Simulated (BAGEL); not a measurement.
# doublet CH5BClN+ at 4 levels

Wanted: a comparison of 4 runs (UHF/STO-3G, UHF/3-21G, ROHF/6-31G*, ROHF/def2-SVP) of doublet CH5BClN+. 

The results are computed with BAGEL 1.2.2.

3 further runs of the same task are left out: 1 that didn't finish, 2 set aside as unsound or not needed.

## 1. Starting point

CH5BClN+: 9 atoms, total charge +1, spin state doublet. As SMILES of the parent species, `CNBCl`. The coordinates come from a PBE0-D4/def2-TZVP relaxation. This is one conformer, not always the lowest. That shape belongs to the parent species and isn't relaxed for this state.

Bond lengths: C1–N2 1.445 Å, N2–B3 1.381 Å, B3–Cl4 1.771 Å, C1–H5 1.094 Å, C1–H6 1.094 Å, C1–H7 1.090 Å, N2–H8 1.009 Å, B3–H9 1.192 Å. Some angles: C1–N2–B3 126.0°, N2–B3–Cl4 119.6°, C1–N2–H8 115.0°, B3–N2–H8 119.0°, N2–C1–H5 111.4°, N2–C1–H6 111.4°, N2–C1–H7 109.2°, N2–B3–H9 121.5°, Cl4–B3–H9 118.9°, H5–C1–H6 108.3°.

## 2. The energy at UHF/STO-3G (density fitting with qzvpp-jkfit) (run 1)

The input, hf.json:

```json
{ "bagel": [

{
  "title": "molecule",
  "basis": "sto-3g",
  "df_basis": "qzvpp-jkfit",
  "angstrom": true,
  "geometry": [
    { "atom": "C", "xyz": [       0.510100,       0.482100,      -0.973400 ] },
    { "atom": "N", "xyz": [      -0.407900,      -0.226000,      -0.111700 ] },
    { "atom": "B", "xyz": [      -0.261100,      -0.415200,       1.248200 ] },
    { "atom": "Cl", "xyz": [      -1.495300,      -1.314500,       2.144800 ] },
    { "atom": "H", "xyz": [       0.907000,      -0.170400,      -1.756500 ] },
    { "atom": "H", "xyz": [       0.027900,       1.338900,      -1.452800 ] },
    { "atom": "H", "xyz": [       1.346700,       0.849900,      -0.380000 ] },
    { "atom": "H", "xyz": [      -1.220500,      -0.605500,      -0.573900 ] },
    { "atom": "H", "xyz": [       0.681600,       0.014200,       1.838200 ] }
  ]
},

{
  "title": "uhf",
  "charge": 1,
  "nopen": 1
},

{
  "title": "print",
  "file": "orbitals.molden",
  "orbitals": true
}

]}
```

Started as:

```console
$ BAGEL_NUM_THREADS=1 BAGEL hf.json > hf.out
```

Output:

```text
* using 1 threads per process

  ===============================================================
  ===============================================================

  *** Geometry ***

  { "atom" : "C", "xyz" : [      0.963949,      0.911037,     -1.839459 ] },
  { "atom" : "N", "xyz" : [     -0.770819,     -0.427078,     -0.211082 ] },
  { "atom" : "B", "xyz" : [     -0.493407,     -0.784614,      2.358756 ] },
  { "atom" : "Cl", "xyz" : [     -2.825707,     -2.484045,      4.053085 ] },
  { "atom" : "H", "xyz" : [      1.713982,     -0.322009,     -3.319304 ] },
  { "atom" : "H", "xyz" : [      0.052723,      2.530154,     -2.745394 ] },
  { "atom" : "H", "xyz" : [      2.544894,      1.606078,     -0.718096 ] },
  { "atom" : "H", "xyz" : [     -2.306411,     -1.144229,     -1.084514 ] },
  { "atom" : "H", "xyz" : [      1.288037,      0.026834,      3.473695 ] },

  Number of auxiliary basis functions:      445

  Since a DF basis is specified, we compute 2- and 3-index integrals:
    o Being stored without compression. Storage requirement is 0.003 GB

  Number of basis functions:       29
  Number of electrons      :       40

    * METHOD: MOLECULE                             0.14

  *** Open-shell HF ***

  === Nuclear Repulsion ===
   139.5267325477

      * DIIS with orbital gradients will be used.

  === UHF iteration (sto-3g) ===
      0       -572.67322714          0.03648763           0.03
      1       -572.79624916          0.01235280           0.03
      2       -572.81132386          0.00492151           0.03
      3       -572.81398810          0.00183817           0.03
      4       -572.81512911          0.00043831           0.03
      5       -572.81521247          0.00008934           0.03
      6       -572.81522083          0.00001970           0.03
      7       -572.81522243          0.00001048           0.03
      8       -572.81522309          0.00000692           0.03
      9       -572.81522324          0.00000187           0.03
     10       -572.81522326          0.00000057           0.03
     11       -572.81522327          0.00000040           0.03
     12       -572.81522328          0.00000017           0.03
     13       -572.81522328          0.00000004           0.03
     14       -572.81522328          0.00000001           0.03
    * SCF iteration converged.

    * S^2 (UHF) is 0.7667

    * Permanent dipole moment:
           (   -0.847290,    -0.943204,     2.229487) a.u.

    * METHOD: UHF                                  0.51

    * METHOD: PRINT                                0.00

  ===============================================================
```

It took 0.78 s on 1 thread of Arm Neoverse V1, shared host; peak memory 0.081 GiB.

## 3. A single-point energy at UHF/3-21G (density fitting with qzvpp-jkfit) (run 2)

The input, hf.json:

```json
{ "bagel" : [

{
  "title" : "molecule",
  "basis" : "3-21g",
  "df_basis" : "qzvpp-jkfit",
  "angstrom" : true,
  "geometry" : [
    { "atom" : "C", "xyz" : [       0.510100,       0.482100,      -0.973400 ] },
    { "atom" : "N", "xyz" : [      -0.407900,      -0.226000,      -0.111700 ] },
    { "atom" : "B", "xyz" : [      -0.261100,      -0.415200,       1.248200 ] },
    { "atom" : "Cl", "xyz" : [      -1.495300,      -1.314500,       2.144800 ] },
    { "atom" : "H", "xyz" : [       0.907000,      -0.170400,      -1.756500 ] },
    { "atom" : "H", "xyz" : [       0.027900,       1.338900,      -1.452800 ] },
    { "atom" : "H", "xyz" : [       1.346700,       0.849900,      -0.380000 ] },
    { "atom" : "H", "xyz" : [      -1.220500,      -0.605500,      -0.573900 ] },
    { "atom" : "H", "xyz" : [       0.681600,       0.014200,       1.838200 ] }
  ]
},

{ "title" : "uhf", "charge" : 1, "nopen" : 1 },

{ "title" : "print", "file" : "orbitals.molden", "orbitals" : true }

]}
```

Started as:

```console
$ BAGEL_NUM_THREADS=1 BAGEL hf.json > hf.out
```

Output:

```text
* using 1 threads per process

  ===============================================================
  ===============================================================

  *** Geometry ***

  { "atom" : "C", "xyz" : [      0.963949,      0.911037,     -1.839459 ] },
  { "atom" : "N", "xyz" : [     -0.770819,     -0.427078,     -0.211082 ] },
  { "atom" : "B", "xyz" : [     -0.493407,     -0.784614,      2.358756 ] },
  { "atom" : "Cl", "xyz" : [     -2.825707,     -2.484045,      4.053085 ] },
  { "atom" : "H", "xyz" : [      1.713982,     -0.322009,     -3.319304 ] },
  { "atom" : "H", "xyz" : [      0.052723,      2.530154,     -2.745394 ] },
  { "atom" : "H", "xyz" : [      2.544894,      1.606078,     -0.718096 ] },
  { "atom" : "H", "xyz" : [     -2.306411,     -1.144229,     -1.084514 ] },
  { "atom" : "H", "xyz" : [      1.288037,      0.026834,      3.473695 ] },

  Number of auxiliary basis functions:      445

  Since a DF basis is specified, we compute 2- and 3-index integrals:
    o Being stored without compression. Storage requirement is 0.009 GB

  Number of basis functions:       50
  Number of electrons      :       40

    * METHOD: MOLECULE                             0.15

  *** Open-shell HF ***

  === Nuclear Repulsion ===
   139.5267325477

      * DIIS with orbital gradients will be used.

  === UHF iteration (3-21g) ===
      0       -576.18216899          0.02827930           0.06
      1       -576.26509274          0.01073372           0.05
      2       -576.27855709          0.00496619           0.05
      3       -576.28252629          0.00257927           0.06
      4       -576.28481336          0.00101302           0.06
      5       -576.28520864          0.00029652           0.05
      6       -576.28523515          0.00006168           0.06
      7       -576.28524035          0.00002798           0.06
      8       -576.28524262          0.00001969           0.05
      9       -576.28524373          0.00000977           0.06
     10       -576.28524381          0.00000243           0.05
     11       -576.28524387          0.00000094           0.06
     12       -576.28524389          0.00000053           0.06
     13       -576.28524389          0.00000033           0.05
     14       -576.28524389          0.00000017           0.05
     15       -576.28524389          0.00000006           0.05
     16       -576.28524389          0.00000003           0.05
     17       -576.28524389          0.00000001           0.05
     18       -576.28524389          0.00000001           0.05
    * SCF iteration converged.

    * S^2 (UHF) is 0.7656

    * Permanent dipole moment:
           (   -0.954583,    -1.037296,     2.386395) a.u.

    * METHOD: UHF                                  1.15

    * METHOD: PRINT                                0.01

  ===============================================================
```

It took 1.4 s on 1 thread of Arm Neoverse V1, shared host; peak memory 0.081 GiB.

## 4. The energy at ROHF/6-31G(d) (density fitting with qzvpp-jkfit, spherical functions) (run 3)

The input, calc.json:

```json
{ "bagel" : [

{
  "title" : "molecule",
  "basis" : "6-31gs.json",
  "df_basis" : "qzvpp-jkfit",
  "angstrom" : true,
  "geometry" : [
    { "atom" : "C", "xyz" : [    0.510100,    0.482100,   -0.973400 ] },
    { "atom" : "N", "xyz" : [   -0.407900,   -0.226000,   -0.111700 ] },
    { "atom" : "B", "xyz" : [   -0.261100,   -0.415200,    1.248200 ] },
    { "atom" : "Cl", "xyz" : [   -1.495300,   -1.314500,    2.144800 ] },
    { "atom" : "H", "xyz" : [    0.907000,   -0.170400,   -1.756500 ] },
    { "atom" : "H", "xyz" : [    0.027900,    1.338900,   -1.452800 ] },
    { "atom" : "H", "xyz" : [    1.346700,    0.849900,   -0.380000 ] },
    { "atom" : "H", "xyz" : [   -1.220500,   -0.605500,   -0.573900 ] },
    { "atom" : "H", "xyz" : [    0.681600,    0.014200,    1.838200 ] }
  ]
},
{ "title" : "rohf", "charge" : 1, "nopen" : 1 },
{ "title" : "print", "file" : "orbitals.molden", "orbitals" : true }

]}
```

The basis set 6-31G* is read from a file made from the Basis Set Exchange's data (not shown).

Started as:

```console
$ BAGEL_NUM_THREADS=1 BAGEL calc.json > calc.out
```

Output:

```text
* using 1 threads per process

  ===============================================================
  ===============================================================

  *** Geometry ***

  { "atom" : "C", "xyz" : [      0.963949,      0.911037,     -1.839459 ] },
  { "atom" : "N", "xyz" : [     -0.770819,     -0.427078,     -0.211082 ] },
  { "atom" : "B", "xyz" : [     -0.493407,     -0.784614,      2.358756 ] },
  { "atom" : "Cl", "xyz" : [     -2.825707,     -2.484045,      4.053085 ] },
  { "atom" : "H", "xyz" : [      1.713982,     -0.322009,     -3.319304 ] },
  { "atom" : "H", "xyz" : [      0.052723,      2.530154,     -2.745394 ] },
  { "atom" : "H", "xyz" : [      2.544894,      1.606078,     -0.718096 ] },
  { "atom" : "H", "xyz" : [     -2.306411,     -1.144229,     -1.084514 ] },
  { "atom" : "H", "xyz" : [      1.288037,      0.026834,      3.473695 ] },

  Number of auxiliary basis functions:      445

  Since a DF basis is specified, we compute 2- and 3-index integrals:
    o Being stored without compression. Storage requirement is 0.017 GB

  Number of basis functions:       70
  Number of electrons      :       40

    * METHOD: MOLECULE                             0.19

  *** Open-shell HF ***

  === Nuclear Repulsion ===
   139.5267325477

      * DIIS with orbital gradients will be used.

  === ROHF iteration (6-31gs.json) ===
      0       -579.01242572          0.02710562           0.08
      1       -579.10502891          0.01249692           0.08
      2       -579.12386511          0.00577672           0.08
      3       -579.13043035          0.00294810           0.08
      4       -579.13422487          0.00119100           0.08
      5       -579.13532720          0.00044980           0.08
      6       -579.13562310          0.00008438           0.08
      7       -579.13571029          0.00003695           0.08
      8       -579.13571176          0.00000819           0.08
      9       -579.13571270          0.00000285           0.08
     10       -579.13571418          0.00000107           0.08
     11       -579.13571426          0.00000020           0.08
     12       -579.13571439          0.00000006           0.08
     13       -579.13571440          0.00000002           0.08
     14       -579.13571440          0.00000001           0.08
    * SCF iteration converged.

    * S^2 (ROHF) is 0.7500

    * Permanent dipole moment:
           (   -0.833997,    -0.933416,     2.219324) a.u.

    * METHOD: ROHF                                 1.37

    * METHOD: PRINT                                0.01

  ===============================================================
```

Wall time 1.7 s (1 thread of Arm Neoverse V1, shared host); peak memory 0.094 GiB.

## 5. A single-point energy at ROHF/def2-SVP (density fitting with qzvpp-jkfit) (run 4)

The input, calc.json:

```json
{ "bagel": [

{
  "title": "molecule",
  "basis": "svp",
  "df_basis": "qzvpp-jkfit",
  "angstrom": true,
  "geometry": [
    { "atom": "C", "xyz": [       0.510100,       0.482100,      -0.973400 ] },
    { "atom": "N", "xyz": [      -0.407900,      -0.226000,      -0.111700 ] },
    { "atom": "B", "xyz": [      -0.261100,      -0.415200,       1.248200 ] },
    { "atom": "Cl", "xyz": [      -1.495300,      -1.314500,       2.144800 ] },
    { "atom": "H", "xyz": [       0.907000,      -0.170400,      -1.756500 ] },
    { "atom": "H", "xyz": [       0.027900,       1.338900,      -1.452800 ] },
    { "atom": "H", "xyz": [       1.346700,       0.849900,      -0.380000 ] },
    { "atom": "H", "xyz": [      -1.220500,      -0.605500,      -0.573900 ] },
    { "atom": "H", "xyz": [       0.681600,       0.014200,       1.838200 ] }
  ]
},

{ "title": "rohf", "charge": 1, "nopen": 1 },

{ "title": "print", "file": "orbitals.molden", "orbitals": true }

]}
```

Started as:

```console
$ BAGEL_NUM_THREADS=1 BAGEL calc.json > calc.out
```

Output:

```text
* using 1 threads per process

  ===============================================================
  ===============================================================

  *** Geometry ***

  { "atom" : "C", "xyz" : [      0.963949,      0.911037,     -1.839459 ] },
  { "atom" : "N", "xyz" : [     -0.770819,     -0.427078,     -0.211082 ] },
  { "atom" : "B", "xyz" : [     -0.493407,     -0.784614,      2.358756 ] },
  { "atom" : "Cl", "xyz" : [     -2.825707,     -2.484045,      4.053085 ] },
  { "atom" : "H", "xyz" : [      1.713982,     -0.322009,     -3.319304 ] },
  { "atom" : "H", "xyz" : [      0.052723,      2.530154,     -2.745394 ] },
  { "atom" : "H", "xyz" : [      2.544894,      1.606078,     -0.718096 ] },
  { "atom" : "H", "xyz" : [     -2.306411,     -1.144229,     -1.084514 ] },
  { "atom" : "H", "xyz" : [      1.288037,      0.026834,      3.473695 ] },

  Number of auxiliary basis functions:      445

  Since a DF basis is specified, we compute 2- and 3-index integrals:
    o Being stored without compression. Storage requirement is 0.026 GB

  Number of basis functions:       85
  Number of electrons      :       40

    * METHOD: MOLECULE                             0.20

  *** Open-shell HF ***

  === Nuclear Repulsion ===
   139.5267325477

      * DIIS with orbital gradients will be used.

  === ROHF iteration (svp) ===
      0       -578.81619229          0.02027688           0.10
      1       -578.89947415          0.00943973           0.10
      2       -578.91551827          0.00414941           0.11
      3       -578.92145871          0.00255093           0.10
      4       -578.92525992          0.00099573           0.11
      5       -578.92644415          0.00037612           0.11
      6       -578.92677581          0.00008445           0.11
      7       -578.92687588          0.00003502           0.10
      8       -578.92687417          0.00000706           0.11
      9       -578.92687480          0.00000214           0.10
     10       -578.92687630          0.00000074           0.10
     11       -578.92687627          0.00000018           0.11
     12       -578.92687644          0.00000007           0.11
     13       -578.92687644          0.00000002           0.11
     14       -578.92687644          0.00000001           0.11
    * SCF iteration converged.

    * S^2 (ROHF) is 0.7500

    * Permanent dipole moment:
           (   -0.811765,    -0.916726,     2.200769) a.u.

    * METHOD: ROHF                                 1.73

    * METHOD: PRINT                                0.02

  ===============================================================
```

Wall time 2.1 s (1 thread of Arm Neoverse V1, shared host); peak memory 0.11 GiB.

## 6. All runs side by side

| run | level | energy (Eh) | ⟨S²⟩ | wall time |
| --- | --- | --- | --- | --- |
| 1 | UHF/STO-3G (density fitting with qzvpp-jkfit) | -572.815223 | 0.767 | 0.78 s |
| 2 | UHF/3-21G (density fitting with qzvpp-jkfit) | -576.285244 | 0.766 | 1.4 s |
| 3 | ROHF/6-31G* (density fitting with qzvpp-jkfit, spherical functions) | -579.135714 | 0.750 | 1.7 s |
| 4 | ROHF/def2-SVP (density fitting with qzvpp-jkfit) | -578.926876 | 0.750 | 2.1 s |

## 7. Summary of results

| quantity | value |
| --- | --- |
| run 4: total energy | -578.92688 Eh |
| run 4: ⟨S²⟩ | 0.750 |

In run 1 the basis is minimal, so the values are rough. All runs together took 6 s, the longest 2.1 s.
